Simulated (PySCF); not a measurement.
# A diatomic session: LaB

One table from this session's results is given with a row withheld; the runs are named, their logs left out.

Method: La x2c-SVPall, B x2c-SVPall, spin-free X2C with a Gaussian nucleus; program: PySCF 2.14.0.

The first run:

A driver script around PySCF takes these settings:

| Item | Value |
| --- | --- |
| atoms | La, B |
| charge | 0 |
| basis | La x2c-SVPall, B x2c-SVPall |
| Hamiltonian | spin-free X2C with a Gaussian nucleus |
| basis functions | 80 |
| electrons treated | 62 |
| masses in u | 138.9063, 11.0093 |
| levels | PBE0, PBE, r²SCAN, M06, B97-3, HF, MP2, SCS-MP2, CCSD, CCSD(T) |
| grid | 80 radial by 434 angular points |
| occupations | held fixed by the projection of orbital angular momentum |
| dissociation limit | La + B, each in its ground configuration |
| starting distance in angstrom | 2.410 |
| values of 2S to try | 0, 2, 4 |

Started as:

```console
$ OMP_NUM_THREADS=2 python dia.py task.json out
```

Steps of the session up to this table: Set-up; The PBE0 curve of the state that the search chose; Other states along the same grid; PBE (GGA); r²SCAN (meta-GGA); M06; B97-3 (global hybrid GGA); UHF; Correlated methods on the Hartree–Fock reference.

One of the session's tables, all rows but one given; the rest of the session is left out.

It belongs to the step «The curves together». Energy (eV) from each level's lowest point:

| R (Å) | UHF | UHF-MP2 | UHF-SCS-MP2 | UHF-CCSD | UHF-CCSD(T) |
| --- | --- | --- | --- | --- | --- |
| 2.012 | 1.011 | 0.845 | 0.815 | n/a | n/a |
| 2.106 | 0.490 | 0.370 | 0.352 | 0.412 | 0.428 |
| 2.200 | ? | ? | ? | ? | ? |
| 2.270 | 0.052 | 0.014 | 0.010 | 0.031 | 0.037 |
| 2.340 | 0.000 | 0.000 | 0.000 | 0.000 | 0.000 |
| 2.410 | 0.007 | 0.048 | 0.050 | 0.025 | 0.020 |
| 2.504 | 0.085 | 0.188 | 0.189 | 0.124 | 0.112 |
| 2.621 | 0.254 | 0.453 | 0.444 | 0.319 | 0.302 |
| 2.761 | 0.506 | 0.842 | 0.807 | 0.611 | 0.589 |
| 2.948 | 0.856 | 1.378 | 1.294 | n/a | n/a |

Q: Estimate the row for R (Å) = 2.200 from the others.

Worked estimate for «UHF». A straight line through the neighbours (2.106, 0.490) and (2.270, 0.052) gives 0.490 + (0.052 − 0.490) × (2.200 − 2.106) / (2.270 − 2.106) = 0.239; a parabola fitted to 4 rows on both sides gives 0.170.

The run gave: UHF: 0.177; UHF-MP2: 0.104; UHF-SCS-MP2: 0.095; UHF-CCSD: 0.134; UHF-CCSD(T): 0.144. In «UHF» the line misses by +0.062 and the parabola by -0.007.

Limits of these values: The state is the lowest single determinant that the PBE0 search found; with open d or f shells the true ground state can be another one.
